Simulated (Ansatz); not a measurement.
# AlGaN2: a tetragonal deformation path

An exercise on one series of results from a longer session: the logs are not shown, and one member is left open.

Computed with Ansatz 0.2.0 (DFT LDA, scalar-relativistic, plane waves, PAW, unless a step's input says otherwise).

### The system as given

It takes space group P-4m2 (No. 115, tetragonal). Conventional cell: a = 3.141 Å, b = 3.141 Å, c = 4.424 Å, α = 90.00°, β = 90.00°, γ = 90.00°. Al (site symmetry -4m2) is surrounded by 4 N at 1.89 Å. Around Ga (site symmetry -4m2) lie 4 N at 1.95 Å. Around N (site symmetry 2mm) lie 2 Al at 1.89 Å and 2 Ga at 1.95 Å.

As a file:

```
Al Ga N
1.0
     3.14088    0.00000    0.00000
     0.00000    3.14088    0.00000
     0.00000    0.00000    4.42384
Al Ga N
1 1 2
Direct
  0.50000 0.50000 0.50000
  0.00000 0.00000 0.00000
  0.50000 0.00000 0.73826
  0.00000 0.50000 0.26174
```

It goes back to an entry of the Materials Project, which need not be the stable form.

The cell is taken as given, not relaxed at this level.

### Zero of energy

The reference gives a free energy of -4971.8729 eV, pressure -4.97 GPa, largest force 0.197 eV/Å and gap on the mesh 2.86 eV. It was computed beforehand with the settings of the runs below.

The first run:

At fixed volume and fractional coordinates, lengths along (0.000, 0.000, 1.000) are scaled against those across it; ρ is that ratio over its starting value.

input.yaml reads:

```yaml
crystal:
  lattice:
    - [3.3157208543, 0.0, 0.0]
    - [0.0, 3.3157208543, 0.0]
    - [0.0, 0.0, 3.9695854895]
  atoms:
    - { symbol: Al, position: [0.5, 0.5, 0.5] }
    - { symbol: Ga, position: [0.0, 0.0, 0.0] }
    - { symbol: "N", position: [0.5, 0.0, 0.73826481] }
    - { symbol: "N", position: [0.0, 0.5, 0.26173519] }
basis:
  ecutwfc: 420
kpoints:
  mp_grid: { grid: [8, 8, 6] }
hamiltonian:
  xc: lda
scf:
  occupations: { method: gaussian, width: 0.05 }
output:
  forces: true
  stress: true
  eigenvalues: true
  write_density: true
  write_potential: true
  elf: true
  volumetric_format: npy
```

On the command line:

```sh
> ansatz run input.yaml --threads 1 --pin off --max-ram 2560MiB --backend cpu --events-out ev --progress --plain --runs-dir out
```

Steps of the session up to this table: ρ = 0.850; At ρ = 1.200; At ρ = 0.920; Point ρ = 1.100; ρ = 0.960; ρ = 1.050; At ρ = 0.800; Point ρ = 1.300.

One of the session's tables, all rows but one given; the rest of the session is left out.

It belongs to the step «The scan collected». 

| ρ | ΔE (meV/atom) | pressure (GPa) | gap on the mesh (eV) |
| --- | --- | --- | --- |
| 0.800 | 107.9 | -9.1 | 2.42 |
| 0.850 | ? | ? | ? |
| 0.920 | 17.8 | -5.6 | 2.86 |
| 0.960 | 4.4 | -5.2 | 2.90 |
| 1.000 | 0.0 | -5.0 | 2.86 |
| 1.050 | 8.3 | -5.1 | 2.77 |
| 1.100 | 33.2 | -5.4 | 2.65 |
| 1.200 | 137.1 | -6.6 | 2.22 |
| 1.300 | 316.6 | -8.0 | 1.51 |

Q: Estimate the row for ρ = 0.850 from the others.

Worked estimate for «ΔE (meV/atom)». A straight line through the neighbours (0.800, 107.9) and (0.920, 17.8) gives 107.9 + (17.8 − 107.9) × (0.850 − 0.800) / (0.920 − 0.800) = 70.4; a parabola fitted to 3 rows on both sides gives 61.3.

**Answer.** ΔE (meV/atom): 61.3; pressure (GPa): -7.2; gap on the mesh (eV): 2.63. In «ΔE (meV/atom)» the line misses by +9.1 and the parabola by 0.0.
